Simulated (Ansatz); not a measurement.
**C2H6OSi: how energies converge with the basis set**

The task here is to estimate one member of a computed series from the others.

Program: Ansatz 0.2.0, Gaussian basis. Level of theory: one geometry, several basis sets. These are calculated values, not measurements.

Plan: PBE0-D4/def2-SVP; ωB97M-V/def2-SVP; PBE0-D4/def2-QZVPP; ωB97M-V/def2-QZVPP; the functionals' def2-TZVPP values are taken from earlier runs.

### The geometry

All runs share one geometry, relaxed beforehand with PBE0-D4 in a triple-zeta def2 set.

SMILES `C[SiH2]C=O`, 10 atoms, charge 0, spin multiplicity 1.

Atoms are counted from 1 here; the program's logs count them from 0.

Bond lengths: C1–Si2 1.860 Å, C1–H5 1.092 Å, C1–H6 1.092 Å, C1–H7 1.092 Å, Si2–C3 1.926 Å, Si2–H8 1.490 Å, Si2–H9 1.490 Å, C3–O4 1.206 Å, C3–H10 1.118 Å. Angles: Si2–C1–H5 110.3°, Si2–C1–H6 110.3°, Si2–C1–H7 111.2°, H5–C1–H6 107.9°, H5–C1–H7 108.6°, H6–C1–H7 108.6°, C1–Si2–C3 109.6°, C1–Si2–H8 112.8°, C1–Si2–H9 112.8°, C3–Si2–H8 106.9°, C3–Si2–H9 106.9°, H8–Si2–H9 107.6°, Si2–C3–O4 122.1°, Si2–C3–H10 118.9°, O4–C3–H10 119.0°.

Set-up of the first run:

File in.yaml:

```yaml
crystal:
  periodic: [false, false, false]
  atoms:
    - {symbol: C, position_ang: [-0.937126, -0.566359, -0.936431]}
    - {symbol: Si, position_ang: [-0.300540, 0.187770, 0.639859]}
    - {symbol: C, position_ang: [1.592550, 0.503918, 0.485056]}
    - {symbol: O, position_ang: [2.209168, 0.226124, -0.513810]}
    - {symbol: H, position_ang: [-0.425095, -1.509246, -1.138875]}
    - {symbol: H, position_ang: [-0.751221, 0.103114, -1.778708]}
    - {symbol: H, position_ang: [-2.010096, -0.759358, -0.875975]}
    - {symbol: H, position_ang: [-0.495923, -0.696662, 1.823075]}
    - {symbol: H, position_ang: [-0.934715, 1.500164, 0.949398]}
    - {symbol: H, position_ang: [2.136200, 0.959334, 1.349310]}
basis:
  gaussian: {orbitals: def2-SVP}
hamiltonian: {xc: pbe0, dispersion: d4}
output: {orbitals: {seedname: orbitals}}
```

On the command line:

```
ansatz run in.yaml --threads 2 --pin off --events-out ev --progress --plain --max-ram 4352MiB
```

Steps of the session up to this table: PBE0-D4 in def2-SVP; ωB97M-V in def2-SVP; PBE0-D4 in def2-QZVPP; ωB97M-V in def2-QZVPP.

One of the session's tables, all rows but one given; the rest of the session is left out.

It belongs to the step «Density functionals: the series». 

```
functional       basis  HOMO (eV)
   PBE0-D4    def2-SVP      -6.79
   PBE0-D4  def2-TZVPP      -6.94
   PBE0-D4  def2-QZVPP          ?
   ωB97M-V    def2-SVP      -9.09
   ωB97M-V  def2-TZVPP      -9.26
   ωB97M-V  def2-QZVPP      -9.29
```

Estimate the missing values for PBE0-D4, def2-QZVPP.

The run gave: HOMO (eV): -6.97. In the column «HOMO (eV)» it lies between ωB97M-V, def2-SVP (-9.09) and PBE0-D4, def2-TZVPP (-6.94).
